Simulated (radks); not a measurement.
**Ionisation of Rh⁺: one atom, several choices of functional**

An exercise on one series of results from a longer session: the logs are not shown, and one member is left open.

Program: radks (a radial shooting solver on a logarithmic mesh, Libxc functionals) version 1. Level of theory: scalar-relativistic Kohn-Sham, spin-polarised, spherical densities, finite nucleus; open shells are filled with parallel spins first. These are calculated values, not measurements, unless marked.

**The atom as given**

| Quantity | Value |
| --- | --- |
| element | rhodium (Z = 45) |
| charge | +1 |
| electrons | 44 |
| configuration | [Kr] 4d8 |
| ion | Rh²⁺, [Kr] 4d7 |
| choices | LDA (Slater exchange, VWN5 correlation); r2SCAN; OLYP; XLYP; B86b exchange with PBE correlation |

Outer shells as boxes (Hund's rule):

Rh⁺
```
[Kr] core
4d [↑↓][↑↓][↑↓][↑ ][↑ ]
```

Rh²⁺
```
[Kr] core
4d [↑↓][↑↓][↑ ][↑ ][↑ ]
```

The first run:

The run's settings:

```text
Z 45
configuration [Kr] 4d8
relativity scalar-relativistic
functional lda,vwn5
spin polarised
nucleus finite rms 4.4945 fm
c 137.035999084
```

Among the steps run: LDA (Slater exchange, VWN5 correlation): Rh⁺; LDA (Slater exchange, VWN5 correlation): Rh²⁺; r2SCAN: Rh⁺; r2SCAN: Rh²⁺; OLYP: Rh⁺; OLYP: Rh²⁺; XLYP: Rh⁺; XLYP: Rh²⁺; B86b exchange with PBE correlation: Rh⁺; B86b exchange with PBE correlation: Rh²⁺.

One of the session's tables, all rows but one given; the rest of the session is left out.

| functional | Δ-SCF (eV) | −ε(HOMO) (eV) | <r> HOMO (bohr) |
| --- | --- | --- | --- |
| LDA (Slater exchange, VWN5 correlation) | 18.884 | 13.195 | 1.561 |
| r2SCAN | 18.239 | 12.633 | 1.554 |
| OLYP | 18.415 | 12.704 | 1.552 |
| XLYP | 18.535 | 12.869 | 1.571 |
| B86b exchange with PBE correlation | ? | ? | ? |

Estimate the missing values for B86b exchange with PBE correlation.

As computed: Δ-SCF (eV): 18.545; −ε(HOMO) (eV): 12.875; <r> HOMO (bohr): 1.559. In the column «Δ-SCF (eV)» it lies between XLYP (18.535) and LDA (Slater exchange, VWN5 correlation) (18.884).

Open shells are spherical and high-spin; term and fine-structure splittings are not resolved.
